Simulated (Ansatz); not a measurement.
# Al: the cost of one run

Computed with Ansatz 0.2.0 (DFT PBE, scalar-relativistic, plane waves, PAW, unless a step's input says otherwise).

### 1 Starting point

It takes space group Fm-3m (No. 225, cubic). Conventional cell: a = 4.050 Å, b = 4.050 Å, c = 4.050 Å, α = 90.00°, β = 90.00°, γ = 90.00°. Al (site symmetry m-3m) has 12 Al at 2.86 Å as nearest neighbours.

As a file:

```
CELL_PARAMETERS angstrom
0.00000 8.09922 8.09922
8.09922 0.00000 8.09922
8.09922 8.09922 0.00000
ATOMIC_POSITIONS crystal
Al 0.00000 0.00000 0.00000
Al 0.00000 0.00000 0.25000
Al 0.00000 0.00000 0.50000
Al 0.00000 0.00000 0.75000
Al 0.00000 0.25000 0.00000
Al 0.00000 0.25000 0.25000
Al 0.00000 0.25000 0.50000
Al 0.00000 0.25000 0.75000
Al 0.00000 0.50000 0.00000
Al 0.00000 0.50000 0.25000
Al 0.00000 0.50000 0.50000
Al 0.00000 0.50000 0.75000
Al 0.00000 0.75000 0.00000
Al 0.00000 0.75000 0.25000
Al 0.00000 0.75000 0.50000
Al 0.00000 0.75000 0.75000
Al 0.25000 0.00000 0.00000
Al 0.25000 0.00000 0.25000
Al 0.25000 0.00000 0.50000
Al 0.25000 0.00000 0.75000
Al 0.25000 0.25000 0.00000
Al 0.25000 0.25000 0.25000
Al 0.25000 0.25000 0.50000
Al 0.25000 0.25000 0.75000
Al 0.25000 0.50000 0.00000
Al 0.25000 0.50000 0.25000
Al 0.25000 0.50000 0.50000
Al 0.25000 0.50000 0.75000
Al 0.25000 0.75000 0.00000
Al 0.25000 0.75000 0.25000
Al 0.25000 0.75000 0.50000
Al 0.25000 0.75000 0.75000
Al 0.50000 0.00000 0.00000
Al 0.50000 0.00000 0.25000
Al 0.50000 0.00000 0.50000
Al 0.50000 0.00000 0.75000
Al 0.50000 0.25000 0.00000
Al 0.50000 0.25000 0.25000
Al 0.50000 0.25000 0.50000
Al 0.50000 0.25000 0.75000
Al 0.50000 0.50000 0.00000
Al 0.50000 0.50000 0.25000
Al 0.50000 0.50000 0.50000
Al 0.50000 0.50000 0.75000
Al 0.50000 0.75000 0.00000
Al 0.50000 0.75000 0.25000
Al 0.50000 0.75000 0.50000
Al 0.50000 0.75000 0.75000
Al 0.75000 0.00000 0.00000
Al 0.75000 0.00000 0.25000
Al 0.75000 0.00000 0.50000
Al 0.75000 0.00000 0.75000
Al 0.75000 0.25000 0.00000
Al 0.75000 0.25000 0.25000
Al 0.75000 0.25000 0.50000
Al 0.75000 0.25000 0.75000
Al 0.75000 0.50000 0.00000
Al 0.75000 0.50000 0.25000
Al 0.75000 0.50000 0.50000
Al 0.75000 0.50000 0.75000
Al 0.75000 0.75000 0.00000
Al 0.75000 0.75000 0.25000
Al 0.75000 0.75000 0.50000
Al 0.75000 0.75000 0.75000
```

The runs take a perfect supercell of 64 atoms; the defect goes to fractional position (0.917, 0.167, 0.500).

### 2 The perfect supercell

input.yaml reads:

```yaml
crystal:
  lattice:
    - [0.0, 8.09922, 8.09922]
    - [8.09922, 0.0, 8.09922]
    - [8.09922, 8.09922, 0.0]
  atoms:
    - { symbol: Al, position: [0.0, 0.0, 0.0] }
    - { symbol: Al, position: [0.0, 0.0, 0.25] }
    - { symbol: Al, position: [0.0, 0.0, 0.5] }
    - { symbol: Al, position: [0.0, 0.0, 0.75] }
    - { symbol: Al, position: [0.0, 0.25, 0.0] }
    - { symbol: Al, position: [0.0, 0.25, 0.25] }
    - { symbol: Al, position: [0.0, 0.25, 0.5] }
    - { symbol: Al, position: [0.0, 0.25, 0.75] }
    - { symbol: Al, position: [0.0, 0.5, 0.0] }
    - { symbol: Al, position: [0.0, 0.5, 0.25] }
    - { symbol: Al, position: [0.0, 0.5, 0.5] }
    - { symbol: Al, position: [0.0, 0.5, 0.75] }
    - { symbol: Al, position: [0.0, 0.75, 0.0] }
    - { symbol: Al, position: [0.0, 0.75, 0.25] }
    - { symbol: Al, position: [0.0, 0.75, 0.5] }
    - { symbol: Al, position: [0.0, 0.75, 0.75] }
    - { symbol: Al, position: [0.25, 0.0, 0.0] }
    - { symbol: Al, position: [0.25, 0.0, 0.25] }
    - { symbol: Al, position: [0.25, 0.0, 0.5] }
    - { symbol: Al, position: [0.25, 0.0, 0.75] }
    - { symbol: Al, position: [0.25, 0.25, 0.0] }
    - { symbol: Al, position: [0.25, 0.25, 0.25] }
    - { symbol: Al, position: [0.25, 0.25, 0.5] }
    - { symbol: Al, position: [0.25, 0.25, 0.75] }
    - { symbol: Al, position: [0.25, 0.5, 0.0] }
    - { symbol: Al, position: [0.25, 0.5, 0.25] }
    - { symbol: Al, position: [0.25, 0.5, 0.5] }
    - { symbol: Al, position: [0.25, 0.5, 0.75] }
    - { symbol: Al, position: [0.25, 0.75, 0.0] }
    - { symbol: Al, position: [0.25, 0.75, 0.25] }
    - { symbol: Al, position: [0.25, 0.75, 0.5] }
    - { symbol: Al, position: [0.25, 0.75, 0.75] }
    - { symbol: Al, position: [0.5, 0.0, 0.0] }
    - { symbol: Al, position: [0.5, 0.0, 0.25] }
    - { symbol: Al, position: [0.5, 0.0, 0.5] }
    - { symbol: Al, position: [0.5, 0.0, 0.75] }
    - { symbol: Al, position: [0.5, 0.25, 0.0] }
    - { symbol: Al, position: [0.5, 0.25, 0.25] }
    - { symbol: Al, position: [0.5, 0.25, 0.5] }
    - { symbol: Al, position: [0.5, 0.25, 0.75] }
    - { symbol: Al, position: [0.5, 0.5, 0.0] }
    - { symbol: Al, position: [0.5, 0.5, 0.25] }
    - { symbol: Al, position: [0.5, 0.5, 0.5] }
    - { symbol: Al, position: [0.5, 0.5, 0.75] }
    - { symbol: Al, position: [0.5, 0.75, 0.0] }
    - { symbol: Al, position: [0.5, 0.75, 0.25] }
    - { symbol: Al, position: [0.5, 0.75, 0.5] }
    - { symbol: Al, position: [0.5, 0.75, 0.75] }
    - { symbol: Al, position: [0.75, 0.0, 0.0] }
    - { symbol: Al, position: [0.75, 0.0, 0.25] }
    - { symbol: Al, position: [0.75, 0.0, 0.5] }
    - { symbol: Al, position: [0.75, 0.0, 0.75] }
    - { symbol: Al, position: [0.75, 0.25, 0.0] }
    - { symbol: Al, position: [0.75, 0.25, 0.25] }
    - { symbol: Al, position: [0.75, 0.25, 0.5] }
    - { symbol: Al, position: [0.75, 0.25, 0.75] }
    - { symbol: Al, position: [0.75, 0.5, 0.0] }
    - { symbol: Al, position: [0.75, 0.5, 0.25] }
    - { symbol: Al, position: [0.75, 0.5, 0.5] }
    - { symbol: Al, position: [0.75, 0.5, 0.75] }
    - { symbol: Al, position: [0.75, 0.75, 0.0] }
    - { symbol: Al, position: [0.75, 0.75, 0.25] }
    - { symbol: Al, position: [0.75, 0.75, 0.5] }
    - { symbol: Al, position: [0.75, 0.75, 0.75] }
basis:
  ecutwfc: 420
  fft_grid_basis: typed
kpoints:
  mp_grid: { grid: [1, 1, 1] }
hamiltonian:
  xc: pbe
  pseudopotentials: { kind: paw }
scf:
  occupations: { method: gaussian, width: 0.05 }
output:
  forces: true
  stress: false
  eigenvalues: true
  bader: false
  write_density: true
  volumetric_format: npy
```

Run with:

```bash
$ ansatz run input.yaml --threads 4 --pin off --max-ram 10240MiB --backend cpu --events-out ev --progress --plain --runs-dir out
```

**Question.** How long does this run take on 4 threads of Arm Neoverse N1, shared host, and how much memory does it need?

About 5.2 s, with a peak of 0.93 GiB.
